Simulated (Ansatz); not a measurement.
**C2H3ClSi (SMILES ClC1=C[SiH2]1): CCSD(T)/def2-SVP**

What is the electronic atomisation energy of C2H3ClSi at CCSD(T)/def2-SVP? 

The calculation is run with Ansatz 0.2.0.

57 further runs of the same task are left out: 57 set aside as unsound or not needed.

## Step 1: The structure to begin with

C2H3ClSi: 7 atoms, total charge 0, spin state singlet. SMILES: `ClC1=C[SiH2]1`. The shape is that of a PBE0-D4/def2-TZVP optimisation.

Bond lengths: Cl1–C2 1.700 Å, C2–C3 1.327 Å, C2–Si4 1.804 Å, C3–Si4 1.819 Å, C3–H5 1.082 Å, Si4–H6 1.482 Å, Si4–H7 1.482 Å. Some angles: Cl1–C2–C3 135.8°, Cl1–C2–Si4 155.1°, C3–C2–Si4 69.2°, C2–C3–Si4 67.9°, C2–Si4–C3 43.0°, C2–C3–H5 137.0°, Si4–C3–H5 155.1°, C2–Si4–H6 121.6°, C2–Si4–H7 121.6°, C3–Si4–H6 121.6°.

## Step 2: A single-point energy at CCSD(T)/def2-SVP

run.yaml reads:

```yaml
crystal:
  periodic: [false, false, false]
  atoms:
    - symbol: Cl
      position_ang: [-1.169200, -2.293300, 0.411500]
    - symbol: C
      position_ang: [-0.358000, -0.819900, 0.163200]
    - symbol: C
      position_ang: [0.836800, -0.330000, 0.466700]
    - symbol: Si
      position_ang: [-0.185900, 0.871600, -0.438900]
    - symbol: H
      position_ang: [1.727500, -0.673800, 0.975600]
    - symbol: H
      position_ang: [-0.837800, 2.011300, 0.248800]
    - symbol: H
      position_ang: [0.047800, 1.166200, -1.872600]
basis:
  gaussian: {orbitals: def2-SVP}
correlation: {method: ccsd_t, frozen_orbitals: {C: 1, Cl: 5, H: 0, Si: 5}}
accuracy: high
scf: {omitted_lower_state_checks: [cluster_reference, increment]}
```

Launch:

```bash
$ ansatz run run.yaml --threads 1 --pin off --max-ram 3480MiB --events-out events.jsonl --progress --plain --runs-dir runs
```

The log of the run (excerpt; [...] marks lines left out):

```text
Warning: RAYON_NUM_THREADS=1 ignored (pool sized by the plan → 1); use --threads N
Functional definition: HF
  name "HF"
[...]
1684 factors; integrals over basis functions are off by at most 3.6e-9 eV
[...]
mean field -22463.94396517 eV, -825.5347141117 hartree, gradient 3.1e-8 eV, S^2 0.000000; 0 other end points of the search recorded, 0 dependent functions left out
12 core orbitals not correlated: weight in the atoms' cores, before any rotation towards them, 1.000 or more for the frozen orbitals, at most 0.000 for the correlated occupied ones
reference -22463.94396517 eV, -825.5347141117 hartree; 11, 11 occupied and 56, 56 virtual orbitals, 1684 factors
second order -13.24676807 eV of doubles, -0.00000000 eV of singles
cycle   1  -13.79522389 eV  change   -5.5e-1 eV  update   9.1e-2
[...]
cycle  21  -14.29247216 eV  change    1.3e-9 eV  update  9.8e-10
perturbative correction -0.53007071 eV, -0.0194797392 hartree
Total energy: -22478.76650804 eV, -826.0794325152 hartree
Checks for a lower state left out: cluster_reference, increment
```

It took 8.7 s on 1 thread of Arm Neoverse V2, shared host; peak memory 0.36 GiB.

## Step 3: The C atom, same level

in.yaml reads:

```yaml
crystal:
  periodic: [false, false, false]
  atoms:
    - {symbol: C, position_ang: [0.000000, 0.000000, 0.000000]}
basis:
  gaussian:
    orbitals: def2-SVP
magnetization:
  spin_polarized: true
  initial_magnetization: 2
correlation:
  method: ccsd_t
  frozen_orbitals: {C: 1}
accuracy: high
scf:
  omitted_lower_state_checks: [cluster_reference, increment]
```

Run the same way, it converges to -37.71541 Eh (log not shown).

## Step 4: The Cl atom, same level

in.yaml reads:

```yaml
crystal:
  periodic: [false, false, false]
  atoms:
    - {symbol: Cl, position_ang: [0.000000, 0.000000, 0.000000]}
basis:
  gaussian:
    orbitals: def2-SVP
magnetization:
  spin_polarized: true
  initial_magnetization: 1
correlation:
  method: ccsd_t
  frozen_orbitals: {Cl: 5}
accuracy: high
scf:
  omitted_lower_state_checks: [cluster_reference, increment]
```

Run the same way, it converges to -459.44599 Eh (log not shown).

## Step 5: The H atom: a single-point energy at UHF/def2-SVP

molecule.yaml reads:

```yaml
basis:
  gaussian:
    orbitals: def2-SVP
crystal:
  periodic: [false, false, false]
  atoms:
    - {symbol: H, position_ang: [0.000000, 0.000000, 0.000000]}
magnetization:
  spin_polarized: true
  initial_magnetization: 1
hamiltonian:
  xc: hf
accuracy: high
```

Run the same way, it converges to -0.49928 Eh (log not shown).

## Step 6: The Si atom

input.yaml reads:

```yaml
crystal:
  periodic: [false, false, false]
  atoms:
    - symbol: Si
      position_ang: [0.000000, 0.000000, 0.000000]
basis:
  gaussian: {orbitals: def2-SVP}
magnetization: {spin_polarized: true, initial_magnetization: 2}
correlation: {method: ccsd_t, frozen_orbitals: {Si: 5}}
accuracy: high
scf: {omitted_lower_state_checks: [cluster_reference, increment]}
```

Launch:

```bash
$ ansatz run input.yaml --threads 1 --pin off --max-ram 3480MiB --events-out events.jsonl --progress --plain --runs-dir runs
```

The log of the run (excerpt; [...] marks lines left out):

```text
Warning: RAYON_NUM_THREADS=1 ignored (pool sized by the plan → 1); use --threads N
Functional definition: HF
  name "HF"
[...]
134 factors; integrals over basis functions are off by at most 2.5e-9 eV
[...]
mean field -7857.37290870 eV, -288.7531284761 hartree, gradient 4.4e-8 eV, S^2 2.008908; 3 other end points of the search recorded, 0 dependent functions left out
5 core orbitals not correlated: weight in the atoms' cores, before any rotation towards them, 1.000 or more for the frozen orbitals, at most 0.000 for the correlated occupied ones
reference -7857.37290870 eV, -288.7531284761 hartree; 3, 1 occupied and 10, 12 virtual orbitals, 134 factors
second order -1.18344066 eV of doubles, -0.00000000 eV of singles
cycle   1  -1.51450891 eV  change   -3.3e-1 eV  update   5.3e-2
[...]
cycle  16  -1.67230013 eV  change   8.3e-11 eV  update  1.4e-10
perturbative correction -0.02658735 eV, -0.0009770672 hartree
Total energy: -7859.07179618 eV, -288.8155614395 hartree
Checks for a lower state left out: cluster_reference, increment
```

Run time: 0.18 s. Hardware: 1 thread of Arm Neoverse V2, shared host.

## Step 7: What came out

Level: CCSD(T)/def2-SVP, 12 core orbitals frozen.

```
                                              quantity          value
                                molecule: total energy  -826.07943 Eh
molecule: correlation energy (12 core orbitals frozen)     -544.7 mEh
                              molecule: (T) correction     -19.48 mEh
                               molecule: T1 diagnostic          0.013
                                  C atom: total energy   -37.71541 Eh
    C atom: correlation energy (1 core orbital frozen)      -70.2 mEh
                                C atom: (T) correction      -1.01 mEh
             C atom: ⟨S²⟩ of the reference determinant          2.007
                                 C atom: T1 diagnostic          0.007
                                 Cl atom: total energy  -459.44599 Eh
  Cl atom: correlation energy (5 core orbitals frozen)     -126.7 mEh
                               Cl atom: (T) correction      -1.03 mEh
            Cl atom: ⟨S²⟩ of the reference determinant          0.755
                                Cl atom: T1 diagnostic          0.005
                                  H atom: total energy    -0.49928 Eh
                                          H atom: ⟨S²⟩          0.750
                                 Si atom: total energy  -288.81556 Eh
  Si atom: correlation energy (5 core orbitals frozen)      -62.4 mEh
                               Si atom: (T) correction      -0.98 mEh
            Si atom: ⟨S²⟩ of the reference determinant          2.009
                                Si atom: T1 diagnostic          0.010
                         electronic atomisation energy      24.197 eV
```

In words: Taking the molecule apart into free atoms costs 24.20 eV (2335 kJ/mol), before zero-point energy and without spin-orbit coupling. The triples (molecule) make up 3.6 % of the correlation energy. The triples (C atom) make up 1.4 % of the correlation energy. The triples (Cl atom) make up 0.8 % of the correlation energy. The triples (Si atom) make up 1.6 % of the correlation energy.
